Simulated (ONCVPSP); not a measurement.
# Ga: the cost of one run

Program: ONCVPSP 4.0.1.1 (patched build). Reference atom: PBE, scalar-relativistic, spherical and spin-unpolarised. All values are calculated.

### Step 1. Starting point

The settings as typed:

| Item | Value |
| --- | --- |
| element | gallium (Ga, Z = 31) |
| type | optimised norm-conserving Vanderbilt (ONCV) |
| frozen core | [Ne] |
| valence charge | 21 |
| reference configuration | 3s2 3p6 3d10 4s1.75 4p1.25 |
| partial waves | 3s+4s: rc 1.15 bohr, ncon 4, nbas 8, qcut 8.7 1/bohr, 2 projectors; 3p+4p: rc 1.00 bohr, ncon 3, nbas 7, qcut 14 1/bohr, 2 projectors; 3d: rc 0.65 bohr, ncon 4, nbas 9, qcut 17.4 1/bohr, 3 projectors, debl 0.4 Ha |
| local potential | polynomial inside 0.65 bohr (lpopt 2, dvloc0 2 Ha) |
| core correction | not asked for |

The nodes and maxima of the atom's own shells, from an earlier all-electron run, set the scale for the radii.

All-electron outer shells of the reference configuration (PBE, scalar-relativistic, ld1.x):

```
shell  level (eV)  outermost node (bohr)  outermost maximum (bohr)
   2s    -1262.81                   0.07                      0.18
   2p    -1099.32                      –                      0.15
   3s     -148.63                   0.27                      0.56
   3p      -99.37                   0.24                      0.56
   3d      -19.65                      –                      0.53
   4s       -9.24                   0.81                      1.90
   4p       -2.78                   0.87                      2.53
```

### Step 2. The generation run

Input file Ga.dat:

```
# ATOM AND REFERENCE CONFIGURATION
# atsym  z   nc   nv     iexc    psfile
  Ga 31.00    3    5        4      upf
#
#   n    l    f
    1    0    2.00
    2    0    2.00
    2    1    6.00
    3    0    2.00
    3    1    6.00
    3    2   10.00
    4    0    1.75
    4    1    1.25
#
# PSEUDOPOTENTIAL AND OPTIMIZATION
# lmax
    2
#
#   l,   rc,      ep,       ncon, nbas, qcut
    0    1.15    0.00    4    8    8.70
    1    1.00    0.00    3    7   14.00
    2    0.65    0.00    4    9   17.40
#
# LOCAL POTENTIAL
# lloc, lpopt,  rc(5),   dvloc0
    4    2    0.65    2.00
#
# VANDERBILT-KLEINMAN-BYLANDER PROJECTORs
# l, nproj, debl
    0    2    3.90
    1    2    0.40
    2    3    0.40
#
# MODEL CORE CHARGE
# icmod, fcfact, rcfact
    0    0.00    0.00
#
# LOG DERIVATIVE ANALYSIS
# epsh1, epsh2, depsh
   -7.00    5.00    0.04
#
# OUTPUT GRID
# rlmax, drl
    6.00    0.01
#
# TEST CONFIGURATIONS
# ncnf
    4
# nvcnf
#   n    l    f
    5
    3    0    2.00
    3    1    6.00
    3    2   10.00
    4    0    2.00
    4    1    1.00
#
    5
    3    0    2.00
    3    1    6.00
    3    2   10.00
    4    0    2.00
    4    1    0.00
#
    5
    3    0    2.00
    3    1    6.00
    3    2   10.00
    4    0    1.00
    4    1    0.00
#
    5
    3    0    2.00
    3    1    6.00
    3    2   10.00
    4    0    2.00
    4    1    0.50
#
```

Started as:

```sh
$ oncvpsp.x < Ga.dat > Ga.out
```

**Question.** How long does this run take on 1 thread of Neoverse-N1, shared host?

About 9 s.
